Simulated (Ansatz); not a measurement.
# ClFGeH5Si: the cost of one run

Method: UKS B3LYP/def2-SVP, in Ansatz 0.2.0.

## (1) The system as given

Bond lengths: Ge1–F2 1.930 Å, Ge1–H3 1.550 Å, Ge1–H4 1.549 Å, Ge1–Cl5 2.218 Å, F2–Si6 1.890 Å, Si6–H7 1.460 Å, Si6–H8 1.460 Å, Si6–H9 1.460 Å. Angles: Ge1–F2–Si6 180.0°, F2–Ge1–H3 109.5°, F2–Ge1–H4 109.5°, F2–Ge1–Cl5 109.5°, H3–Ge1–H4 109.5°, H3–Ge1–Cl5 109.5°, H4–Ge1–Cl5 109.5°, F2–Si6–H7 109.5°, F2–Si6–H8 109.5°, F2–Si6–H9 109.5°, H7–Si6–H8 109.4°, H7–Si6–H9 109.4°, H8–Si6–H9 109.4°.

As a file:

```xyz
9

Ge    0.0000    0.0000    0.0000
F     0.0000    0.0000    1.9300
H     1.4616    0.0000   -0.5162
H    -0.7300    1.2648   -0.5162
Cl   -1.0456   -1.8115   -0.7393
Si    0.0000    0.0000    3.8200
H    -0.7436   -1.1581    4.3074
H     1.3747   -0.0649    4.3074
H    -0.6311    1.2230    4.3074
```

## (2) Pulling towards end A

Springs on the bonds that form and break draw the guess towards this end; the thresholds are loose.

input.yaml

```yaml
crystal:
  periodic: [false, false, false]
  atoms:
    - { symbol: Ge, position_ang: [0.0, 0.0, 0.0] }
    - { symbol: F, position_ang: [0.0, 0.0, 1.93] }
    - { symbol: H, position_ang: [1.4616, 0.0, -0.5162] }
    - { symbol: H, position_ang: [-0.73, 1.2648, -0.5162] }
    - { symbol: Cl, position_ang: [-1.0456, -1.8115, -0.7393] }
    - { symbol: Si, position_ang: [0.0, 0.0, 3.82] }
    - { symbol: H, position_ang: [-0.7436, -1.1581, 4.3074] }
    - { symbol: H, position_ang: [1.3747, -0.0649, 4.3074] }
    - { symbol: H, position_ang: [-0.6311, 1.223, 4.3074] }
magnetization:
  spin_polarized: true
  initial_magnetization: 1
basis:
  gaussian: { orbitals: def2-SVP }
hamiltonian:
  xc: b3lyp
relax:
  f_tol: 0.15
  max_steps: 25
  restrain:
    - { distance: [1, 5], at: 2.79, k: 30.0 }
    - { distance: [0, 1], at: 1.68, k: 30.0 }
output:
  orbitals: {}
```

Started as:

```console
ansatz run input.yaml --threads 4 --pin off --max-ram 5120MiB --backend cpu --events-out ev --progress --plain --runs-dir out
```

**Question.** How long does this run take on 4 threads of Arm Neoverse V2, shared host, and how much memory does it need?

About 18 s, with a peak of 0.38 GiB.
